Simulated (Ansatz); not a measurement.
# C3H4OSi: a ladder of functionals and wavefunction methods

How much do the methods differ for C3H4OSi? The plan is to run it at one geometry with functionals of several rungs and with coupled cluster, and see how far each lands from CCSD(T) at the basis-set limit for the atomisation energy.

Program: Ansatz 0.2.0, Gaussian basis. Level of theory: functionals in def2-TZVPP, the program's frozen cores in correlated methods. These are calculated values, not measurements.

Plan: LDA (SPW92), PBE-D4, revPBE-D4, BLYP-D4, r2SCAN-D4, B97M-V, PBE0-D4, B3LYP-D4, r2SCANh-D4, r2SCAN0-D4, HSE06-D4, BHLYP-D4, CAM-B3LYP-D4, LC-ωPBE, ωB97X-V, ωB97M-V, B2PLYP, PBE-QIDH; CCSD(T)/def2-SVP; CCSD(T)/def2-TZVPP; MP2/def2-QZVPP; extrapolation to the limit; RPA on PBE.

## (1) The geometry

An earlier PBE0-D4 in a triple-zeta def2 set relaxation fixed the geometry.

SMILES `C=C1[SiH2]C1=O`, 9 atoms, charge 0, spin multiplicity 1.

Atoms are counted from 1 here; the program's logs count them from 0.

Bond lengths: C1–C2 1.330 Å, C1–H6 1.088 Å, C1–H7 1.086 Å, C2–Si3 1.859 Å, C2–C4 1.472 Å, Si3–C4 1.902 Å, Si3–H8 1.485 Å, Si3–H9 1.485 Å, C4–O5 1.196 Å. Angles: C2–C1–H6 120.9°, C2–C1–H7 122.0°, H6–C1–H7 117.0°, C1–C2–Si3 156.6°, C1–C2–C4 134.8°, Si3–C2–C4 68.5°, C2–Si3–C4 46.0°, C2–Si3–H8 118.5°, C2–Si3–H9 118.7°, C4–Si3–H8 122.1°, C4–Si3–H9 122.6°, H8–Si3–H9 112.5°, C2–C4–Si3 65.4°, C2–C4–O5 139.0°, Si3–C4–O5 155.6°.

## (2) LDA

This LDA is Slater exchange with PW92 correlation.

Input file in.yaml:

```yaml
crystal:
  periodic: [false, false, false]
  atoms:
    - {symbol: C, position_ang: [-1.170892, 1.061365, -0.531643]}
    - {symbol: C, position_ang: [-0.227398, 0.212448, -0.133956]}
    - {symbol: Si, position_ang: [0.635036, -0.961412, 1.021319]}
    - {symbol: C, position_ang: [1.022004, -0.299240, -0.719741]}
    - {symbol: O, position_ang: [1.657080, -0.189640, -1.727103]}
    - {symbol: H, position_ang: [-1.114739, 1.544145, -1.504747]}
    - {symbol: H, position_ang: [-2.026447, 1.305732, 0.091823]}
    - {symbol: H, position_ang: [0.040490, -2.304260, 1.241159]}
    - {symbol: H, position_ang: [1.273363, -0.415339, 2.245791]}
basis:
  gaussian: {orbitals: def2-TZVPP}
hamiltonian: {xc: lda}
output: {orbitals: {seedname: orbitals}}
```

Started as:

```bash
$ ansatz run in.yaml --threads 2 --pin off --events-out ev --progress --plain --max-ram 4352MiB
```

The runs that follow: PBE-D4 (GGA); revPBE-D4 (GGA); BLYP-D4 (GGA); r2SCAN-D4 (meta-GGA); B97M-V (meta-GGA); B3LYP-D4 (hybrid); r2SCANh-D4 (hybrid); r2SCAN0-D4 (hybrid); HSE06-D4 (hybrid); BHLYP-D4 (hybrid); CAM-B3LYP-D4 (range-separated); LC-ωPBE (range-separated); ωB97X-V (range-separated); ωB97M-V (range-separated); B2PLYP (double hybrid); PBE-QIDH (double hybrid); CCSD(T) in def2-SVP; CCSD(T) in def2-TZVPP; MP2 in def2-QZVPP; RPA on PBE orbitals.

Q: Predict the results of all the runs planned. Wanted: atomisation energy, CCSD(T)/CBS; farthest beyond LDA; mean size of error, GGA; mean size of error, meta-GGA; mean size of error, hybrid; mean size of error, range-separated; mean size of error, double hybrid; gap, smallest and largest; T1 diagnostic.

**Answer**, as computed:

```
                               quantity                                                 value
        atomisation energy, CCSD(T)/CBS                                         3600.5 kJ/mol
 functionals within 18.0 kJ/mol (0.5 %)  r2SCANh-D4, CAM-B3LYP-D4, LC-ωPBE, ωB97X-V, PBE-QIDH
                    farthest beyond LDA                                PBE-D4 (+162.3 kJ/mol)
                mean size of error, GGA                                           90.7 kJ/mol
           mean size of error, meta-GGA                                           43.7 kJ/mol
             mean size of error, hybrid                                           52.2 kJ/mol
    mean size of error, range-separated                                           14.5 kJ/mol
      mean size of error, double hybrid                                           14.0 kJ/mol
              gap, smallest and largest              1.36 eV (LDA (SPW92)), 8.48 eV (LC-ωPBE)
                          T1 diagnostic                                                0.0180
triples share of the correlation energy                                                 4.9 %
```

**Reading.** The LDA atomisation energy is off by 630.4 kJ/mol (18 %): it overbinds. PBE-D4 misses by +162.3 kJ/mol. Double hybrids carry the basis error of their MP2 part in triple zeta, and no dispersion term here, so their miss is partly the set-up's. The rungs double hybrid, range-separated miss on average by less than the doubt on the reference (18.0 kJ/mol), so they tie; GGA functionals have the largest mean beyond LDA (90.7 kJ/mol). Misses under about 18.0 kJ/mol are within the doubt on the reference itself, which lacks core-valence correlation, relativity and higher excitations. Hartree-Fock recovers 70 % of the binding; the rest is correlation. CCSD(T) in def2-SVP is off by -181.7 kJ/mol, which most functionals beat. Orbital gaps span 1.4 to 8.5 eV; exact exchange widens them. The restricted reference is unstable towards a spin-broken one.
